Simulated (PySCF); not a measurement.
# C7H11FN: the cost of one run

Programs: PySCF 2.14.0, with routines of our own; each step states its level. All values are computed. Atoms count from 0.

### Step 1. The starting structure

20 atoms, charge 1, multiplicity 1; geometry from: GFN2-xTB.

### Step 2. Magnetic properties: GIAO B3LYP/pcSseg-1

Job settings and geometry (Å):

```
{"job": {"kind": "mag", "xc": "B3LYP", "basis": "pcSseg-1", "isotopologues": 0}, "charge": 1, "multiplicity": 1}
C      2.470037    -2.183918     0.553460
C      2.142584    -1.032032     0.444661
C      1.902533     0.357410     0.334553
F      2.992409     1.111811     0.451154
C      0.744224     0.998096     0.131525
N     -0.560690     0.368248    -0.022882
C     -1.577428     1.420231    -0.226309
C     -0.557271    -0.528543    -1.199429
C     -0.902592    -0.399520     1.194647
H      2.725939    -3.200218     0.644489
H      0.762887     2.075135     0.076115
H     -1.602190     2.090813     0.631445
H     -1.348673     1.996765    -1.121488
H     -2.560748     0.967901    -0.344024
H      0.169226    -1.327409    -1.061828
H     -0.293345     0.034142    -2.093745
H     -1.544853    -0.965333    -1.337052
H     -0.179126    -1.197783     1.351354
H     -0.892183     0.258504     2.062524
H     -1.895891    -0.833622     1.093853
```

Method: GIAO B3LYP/pcSseg-1 magnetisability, rotational g tensor and spin-rotation constants, non-relativistic, gas phase.

Started as:

```sh
$ OMP_NUM_THREADS=1 python excited_run.py task.json out
```

This one command runs all jobs of the session in turn.

**Question.** How long does this first job take on 1 thread of Arm Neoverse N1, shared host, and how much memory does it need?

About 93 s, with a peak of 1 GiB.
